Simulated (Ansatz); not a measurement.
# C₂H₂ClGe radical: one species, many methods

How much do the methods differ for C₂H₂ClGe radical? The plan is to run it at one geometry with functionals of several rungs and with coupled cluster, and see how far each lands from CCSD(T) at the basis-set limit for the atomisation energy.

The runs use Ansatz 0.2.0, Gaussian basis; functionals in def2-TZVPP, the program's frozen cores in correlated methods.

Plan: LDA (SPW92), PBE-D4, revPBE-D4, BLYP-D4, r2SCAN-D4, B97M-V, PBE0-D4, B3LYP-D4, r2SCANh-D4, r2SCAN0-D4, HSE06-D4, BHLYP-D4, CAM-B3LYP-D4, LC-ωPBE, ωB97X-V, ωB97M-V, B2PLYP, PBE-QIDH; CCSD(T)/def2-SVP; CCSD(T)/def2-TZVPP; MP2/def2-QZVPP; extrapolation to the limit; RPA on PBE.

## 1. The geometry

The geometry comes from an earlier relaxation with PBE0-D4 in a triple-zeta def2 set; it is a stationary point.

SMILES `[C]#[C][GeH2][Cl]`, 6 atoms, charge 0, spin multiplicity 2.

Atoms are counted from 1 here; the program's logs count them from 0.

Bond lengths: C1–C2 1.211 Å, C2–Ge3 1.897 Å, Ge3–Cl4 2.146 Å, Ge3–H5 1.529 Å, Ge3–H6 1.529 Å. Angles: C1–C2–Ge3 178.1°, C2–Ge3–Cl4 107.6°, C2–Ge3–H5 109.7°, C2–Ge3–H6 109.7°, Cl4–Ge3–H5 107.8°, Cl4–Ge3–H6 107.8°, H5–Ge3–H6 114.0°.

Geometry (Å):

| atom | x (Å) | y (Å) | z (Å) |
| --- | --- | --- | --- |
| C1 | 0.7046 | -2.2307 | 1.0523 |
| C2 | 0.4034 | -1.1659 | 0.5607 |
| Ge3 | -0.0125 | 0.5250 | -0.1909 |
| Cl4 | -1.9550 | 0.3747 | -1.0895 |
| H5 | 0.9904 | 0.8574 | -1.2956 |
| H6 | -0.0888 | 1.5755 | 0.9169 |

## 2. LDA

This LDA is Slater exchange with PW92 correlation.

Contents of in.yaml:

```yaml
crystal:
  periodic: [false, false, false]
  atoms:
    - {symbol: C, position_ang: [0.704602, -2.230657, 1.052315]}
    - {symbol: C, position_ang: [0.403414, -1.165889, 0.560656]}
    - {symbol: Ge, position_ang: [-0.012462, 0.525018, -0.190877]}
    - {symbol: Cl, position_ang: [-1.955038, 0.374722, -1.089535]}
    - {symbol: H, position_ang: [0.990382, 0.857407, -1.295569]}
    - {symbol: H, position_ang: [-0.088798, 1.575499, 0.916910]}
basis:
  gaussian: {orbitals: def2-TZVPP}
magnetization: {spin_polarized: true, initial_magnetization: 1}
hamiltonian: {xc: lda}
output: {orbitals: {seedname: orbitals}}
```

Launch:

```
$ ansatz run in.yaml --threads 4 --pin off --events-out ev --progress --plain --max-ram 10444MiB
```

The runs that follow: PBE-D4 (GGA); revPBE-D4 (GGA); BLYP-D4 (GGA); r2SCAN-D4 (meta-GGA); B97M-V (meta-GGA); B3LYP-D4 (hybrid); r2SCANh-D4 (hybrid); r2SCAN0-D4 (hybrid); HSE06-D4 (hybrid); BHLYP-D4 (hybrid); CAM-B3LYP-D4 (range-separated); LC-ωPBE (range-separated); ωB97X-V (range-separated); ωB97M-V (range-separated); B2PLYP (double hybrid); PBE-QIDH (double hybrid); CCSD(T) in def2-SVP; CCSD(T) in def2-TZVPP; MP2 in def2-QZVPP; RPA on PBE orbitals.

Q: Predict the results of all the runs planned. Wanted: atomisation energy, CCSD(T)/CBS; farthest beyond LDA; mean size of error, GGA; mean size of error, meta-GGA; mean size of error, hybrid; mean size of error, range-separated; mean size of error, double hybrid; gap, smallest and largest; T1 diagnostic.

**Answer**, as computed:

| quantity | value |
| --- | --- |
| atomisation energy, CCSD(T)/CBS | 1930.8 kJ/mol |
| functionals within 19.3 kJ/mol (1.0 %) | revPBE-D4, BLYP-D4, PBE0-D4, r2SCANh-D4, HSE06-D4, CAM-B3LYP-D4, LC-ωPBE, ωB97X-V, ωB97M-V, PBE-QIDH |
| farthest beyond LDA | BHLYP-D4 (-89.6 kJ/mol) |
| mean size of error, GGA | 25.3 kJ/mol |
| mean size of error, meta-GGA | 26.4 kJ/mol |
| mean size of error, hybrid | 27.4 kJ/mol |
| mean size of error, range-separated | 11.7 kJ/mol |
| mean size of error, double hybrid | 13.1 kJ/mol |
| gap, smallest and largest | 0.58 eV (LDA (SPW92)), 9.15 eV (LC-ωPBE) |
| T1 diagnostic | 0.0375 |
| triples share of the correlation energy | 4.5 % |

**Reading.** The LDA atomisation energy is off by 324.1 kJ/mol (17 %): it overbinds. PBE-D4 is off by +61.9 kJ/mol. Double hybrids carry the basis error of their MP2 part in triple zeta, and no dispersion term here, so their miss is partly the set-up's. The rungs range-separated, double hybrid miss on average by less than the doubt on the reference (19.3 kJ/mol), so they tie. The reference freezes the cores and leaves out relativity and excitations past (T), and its outer-core shells are covered unevenly, so misses under about 19.3 kJ/mol can't be ranked. Hartree-Fock recovers 71 % of the binding; the rest is correlation. CCSD(T) in def2-SVP is off by -112.3 kJ/mol, which most functionals beat. Orbital gaps span 0.6 to 9.2 eV; exact exchange widens them. The UHF reference is spin-contaminated (⟨S²⟩ = 1.16 against 0.75). Correlated methods include outer-core shells of Ge, which these sets cover unevenly.
